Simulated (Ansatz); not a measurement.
# C₂H₅AlO₂: one species, many methods

The task here is to estimate one member of a computed series from the others.

Program: Ansatz 0.2.0, Gaussian basis. Level of theory: functionals in def2-TZVPP, the program's frozen cores in correlated methods. These are calculated values, not measurements.

Plan: PBE-D4, r2SCAN-D4, PBE0-D4, B3LYP-D4, ωB97X-V, ωB97M-V, B2PLYP; CCSD(T)/def2-TZVPP; MP2/def2-QZVPP; extrapolation to the limit.

## The relaxed structure

An earlier PBE0-D4 in a triple-zeta def2 set relaxation fixed the geometry.

SMILES `C=C[O][AlH][OH]`, 10 atoms, charge 0, spin multiplicity 1.

Atoms are counted from 1 here; the program's logs count them from 0.

Bond lengths: C1–C2 1.328 Å, C1–H6 1.081 Å, C1–H7 1.084 Å, C2–O3 1.342 Å, C2–H8 1.089 Å, O3–Al4 1.700 Å, Al4–O5 1.685 Å, Al4–H9 1.566 Å, O5–H10 0.956 Å. Angles: C2–C1–H6 119.7°, C2–C1–H7 122.1°, H6–C1–H7 118.1°, C1–C2–O3 126.0°, C1–C2–H8 120.9°, O3–C2–H8 113.1°, C2–O3–Al4 135.7°, O3–Al4–O5 117.5°, O3–Al4–H9 122.6°, O5–Al4–H9 119.9°, Al4–O5–H10 124.1°.

The first run:

File in.yaml:

```yaml
crystal:
  periodic: [false, false, false]
  atoms:
    - {symbol: C, position_ang: [-1.101395, -1.590692, 0.357631]}
    - {symbol: C, position_ang: [0.188121, -1.274426, 0.359370]}
    - {symbol: O, position_ang: [0.723672, -0.144928, -0.130053]}
    - {symbol: Al, position_ang: [0.317286, 1.506095, -0.105437]}
    - {symbol: O, position_ang: [1.208354, 2.541957, -1.091663]}
    - {symbol: H, position_ang: [-1.421878, -2.537792, 0.769136]}
    - {symbol: H, position_ang: [-1.856888, -0.929309, -0.052026]}
    - {symbol: H, position_ang: [0.931434, -1.960591, 0.761648]}
    - {symbol: H, position_ang: [-0.815906, 2.082394, 0.808309]}
    - {symbol: H, position_ang: [1.910200, 2.256294, -1.673914]}
basis:
  gaussian: {orbitals: def2-TZVPP}
hamiltonian: {xc: pbe, dispersion: d4}
output: {forces: true, orbitals: {seedname: orbitals}}
```

Run with:

```
$ ansatz run in.yaml --threads 4 --pin off --events-out ev --progress --plain --max-ram 10444MiB
```

Among the steps run: PBE-D4 (GGA); r2SCAN-D4 (meta-GGA); PBE0-D4 (hybrid); B3LYP-D4 (hybrid); ωB97X-V (range-separated); ωB97M-V (range-separated); B2PLYP (double hybrid); CCSD(T) in def2-TZVPP; MP2 in def2-QZVPP.

One of the session's tables, all rows but one given; the rest of the session is left out.

It belongs to the step «Atomisation energies». 

```
            method  atomisation energy (kJ/mol)
            PBE-D4                       4058.6
         r2SCAN-D4                       3997.7
           PBE0-D4                       3964.2
          B3LYP-D4                       3975.9
           ωB97X-V                       3981.6
           ωB97M-V                       3992.3
            B2PLYP                       3948.0
     HF/def2-TZVPP                       2872.8
    MP2/def2-TZVPP                            ?
   CCSD/def2-TZVPP                       3818.6
CCSD(T)/def2-TZVPP                       3882.8
           MP2/CBS                       4092.9
       CCSD(T)/CBS                       3993.2
```

Estimate the missing values for MP2/def2-TZVPP.

**Answer.** atomisation energy (kJ/mol): 3982.4. In the column «atomisation energy (kJ/mol)» it lies between ωB97X-V (3981.6) and ωB97M-V (3992.3).
